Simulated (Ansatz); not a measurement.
Debugging an atomisation energy of C₂H₈Al₂, SMILES C[CH2][AlH][AlH2] (the Ansatz DFT code, driven from Python).

`tae_c2h8al2.py`:
```python
"""Atomisation energy of C2H8Al2 at the given geometry."""

from collections import Counter

import ansatz as az


def energy_of(molecule, charge=0, unpaired=0):
    calc = molecule.calculation().functional("b3lyp")
    if charge:
        calc = calc.charge(charge)
    if unpaired:
        calc = calc.spin("collinear", total=unpaired)
    report = calc.run().report
    if report["published_state_doubts"]:
        print("  doubts:", report["published_state_doubts"])
    return report["free_energy_ev"]

geometry_ang = [
    ("C", (-0.637, 1.5538, -0.0113)),
    ("C", (0.0163, 0.7897, 1.0575)),
    ("Al", (1.0914, -0.6745, 0.2537)),
    ("Al", (0.1067, -2.3834, -1.1614)),
    ("H", (0.0603, 2.0569, -0.7222)),
    ("H", (-1.2878, 2.4196, 0.4467)),
    ("H", (-1.3383, 0.9469, -0.6063)),
    ("H", (0.7227, 1.476, 1.6413)),
    ("H", (-0.7296, 0.3585, 1.7799)),
    ("H", (2.7005, -0.724, 0.5535)),
    ("H", (-1.5498, -2.3176, -1.4061)),
    ("H", (0.9217, -3.5569, -1.7914)),
]
molecule = az.Crystal.molecule()
for symbol, xyz in geometry_ang:
    molecule = molecule.atom(symbol, xyz)

# Hund ground states
unpaired = {"C": 2, "Al": 1, "H": 1}
counts = Counter(site.symbol for site in molecule.cartesian_sites)
atom_energy = {s: energy_of(az.Crystal.molecule().atom(s, (0, 0, 0)), 0, unpaired[s]) for s in counts}
whole = energy_of(molecule, 0, 0)
for s, e in atom_energy.items():
    print(f"{s:2s} x{counts[s]}  {e:14.5f} eV")
print(f"C2H8Al2: {whole:.5f} eV")
split = sum(counts[s] * e for s, e in atom_energy.items()) - whole
print(f"atomisation energy (no zero-point term): {split:.3f} eV, {split / sum(counts.values()):.3f} eV an atom")
```

```console
$ python tae_c2h8al2.py
Traceback (most recent call last):
  File "tae_c2h8al2.py", line 40, in <module>
    atom_energy = {s: energy_of(az.Crystal.molecule().atom(s, (0, 0, 0)), 0, unpaired[s]) for s in counts}
                      ~~~~~~~~~^^^^^^^^^^^^^^^^^^^^^^^^^^^^^^^^^^^^^^^^^^^^^^^^^^^^^^^^^^
  File "tae_c2h8al2.py", line 14, in energy_of
    report = calc.run().report
             ~~~~~~~~^^
  ...
ansatz.RefusalError: crystal.periodic: [false, false, false] — plane waves serve no molecule in free space; run it in a periodic box (the manual's SCF settings, § Molecules in a box). Leave crystal.periodic out and type crystal.lattice, kpoints, scf.occupations.method, an open shell's moments and, for an ion, output.charged_corrections. Or set basis.gaussian
$ echo $?
1
```
(Library frames cut from the traceback.)

Find the fault and give the corrected script.

The fault: no basis is stated. Mended:

```diff
--- before
+++ after
@@ -8,3 +8,3 @@
 def energy_of(molecule, charge=0, unpaired=0):
-    calc = molecule.calculation().functional("b3lyp")
+    calc = molecule.calculation().basis(gaussian="pcseg-2").functional("b3lyp")
     if charge:
```

With that change:

```console
$ python tae_c2h8al2.py
C  x2     -1030.19959 eV
Al x2     -6595.83586 eV
H  x8       -13.67026 eV
C2H8Al2: -15399.93204 eV
atomisation energy (no zero-point term): 38.499 eV, 3.208 eV an atom
```

Total energies depend on the basis set; only differences at equal settings carry meaning. The geometry is a force-field or estimated start, not a minimum of this method, and the basis set is short of its limit. All parts are taken at fixed geometry, without zero-point energy. b3lyp holds the VWN-RPA fit, as in Gaussian; the form of ORCA and Turbomole is b3lyp5. Finished in 10 s on 1 thread of Arm Neoverse V1, with other jobs on the host, peak memory 0.47 GiB.

(Lines on the test bed's own set-up are left out of the output.)
